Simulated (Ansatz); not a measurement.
**LaRh3C (Pm-3m): charge-density difference against the sublattices**

Wanted for LaRh3C (Pm-3m): a charge-density difference against the sublattices.

Computed with Ansatz 0.2.0, driven from Python. Level of theory: DFT LDA, plane waves, PAW.

### 1 The system

Symmetry: Pm-3m, No. 221, cubic system. The conventional cell has a = 4.267 Å, b = 4.267 Å, c = 4.267 Å, α = 90.00°, β = 90.00°, γ = 90.00°. La (site symmetry m-3m) is surrounded by 12 Rh at 3.02 Å. Rh (site symmetry 4/mmm) has 2 C at 2.13 Å as nearest neighbours. C (site symmetry m-3m) has 6 Rh at 2.13 Å as nearest neighbours.

No structure file is read: the coordinates are typed or built in the script.

### 2 Script

File drho_larh3c.py:

```python
# -*- coding: utf-8 -*-
"""Density of LaRh3C less that of its sublattices."""

import ansatz
import numpy as np

VECTORS = np.array([
    [4.266945, 0.0, 0.0],
    [0.0, 4.266945, 0.0],
    [0.0, 0.0, 4.266945],
])
SITES = [
    ("La", (0.5, 0.5, 0.5)),
    ("Rh", (0.5, 0.0, 0.0)),
    ("Rh", (0.0, 0.5, 0.0)),
    ("Rh", (0.0, 0.0, 0.5)),
    ("C", (0.0, 0.0, 0.0)),
]


def make_crystal(cell):
    crystal = ansatz.Crystal(lattice=ansatz.Lattice.of(cell))
    for symbol, position in SITES:
        crystal = crystal.atom(symbol, position)
    return crystal

# one cutoff and one grid for all runs, so that the fields can be subtracted
def solve(crystal):
    return (
        crystal.calculation()
        .functional("LDA")
        .occupations("Marzari-Vanderbilt", width=0.15)
        .basis(460, grid_basis="typed")  # a bare number is in eV
        .kpoints(6, 6, 6)  # the mesh must be finer for metals
        .density()
        .run(threads=1)
    )


whole = solve(make_crystal(VECTORS))
difference = whole.density().channels[0].density_e_per_ang3.copy()
binding = whole.report["free_energy_ev"]
for element in ["La", "Rh", "C"]:
    part = ansatz.Crystal(lattice=ansatz.Lattice.of(VECTORS))
    for symbol, position in SITES:
        if symbol == element:
            part = part.atom(symbol, position)
    alone = solve(part)
    difference -= alone.density().channels[0].density_e_per_ang3
    binding -= alone.report["free_energy_ev"]
    print(f"{element} sublattice: {alone.report['n_electrons']:g} electrons, {alone.report['n_iterations']} iterations")

voxel = abs(np.linalg.det(VECTORS)) / difference.size
print(f"energy of the crystal less its unpolarised sublattices: {binding / len(SITES):.4f} eV/atom")
print(f"net charge of the difference {difference.sum() * voxel:.5f} e, charge moved {0.5 * np.abs(difference).sum() * voxel:.3f} e")
print(f"extremes {difference.min():.4f} and {difference.max():.4f} e/A^3")
for (symbol, position) in SITES:
    index = tuple(int(round(p * n)) % n for p, n in zip(position, difference.shape))
    print(f"  change of the pseudo-density at the grid point nearest {symbol}: {difference[index]:+.4f} e/A^3")
profile = difference.mean(axis=(0, 1))
print("planar mean along the third vector:", np.round(profile[:: max(len(profile) // 12, 1)], 4))
```

### 3 The input behind the calls

The package turns the script's settings into the engine's input (first run):

```yaml
crystal:
  lattice:
    - [4.266945, 0.0, 0.0]
    - [0.0, 4.266945, 0.0]
    - [0.0, 0.0, 4.266945]
  atoms:
    - { symbol: La, position: [0.5, 0.5, 0.5] }
    - { symbol: Rh, position: [0.5, 0.0, 0.0] }
    - { symbol: Rh, position: [0.0, 0.5, 0.0] }
    - { symbol: Rh, position: [0.0, 0.0, 0.5] }
    - { symbol: C, position: [0.0, 0.0, 0.0] }
basis:
  ecutwfc: 460.0
  fft_grid_basis: typed
kpoints:
  mp_grid:
    grid: [6, 6, 6]
hamiltonian:
  xc: lda
scf:
  occupations:
    method: cold
    width: 0.15
output:
  write_density: true
```

### 4 Launch

The run is started by

```console
$ python drho_larh3c.py
```

**Question.** What results will this script give? Wanted: charge moved; crystal less its sublattices.

**Answer**, as computed:

```
                    quantity            value
                charge moved          0.647 e
crystal less its sublattices  -4.1725 eV/atom
               runs compared                4
```

In words: All 4 runs converged (6 to 7 cycles). Notes:
- The mesh is modest for a metal, so energies are good to some meV an atom at best, and derived values to several per cent.
- The fields are valence quantities on the plane-wave grid; their values near the nuclei depend on the potentials.
- This cell is a computed structure, which may not be the phase found in nature.
- The fields are smooth valence densities, so values at the nuclei aren't all-electron ones; the sublattices are artificial, unpolarised references.
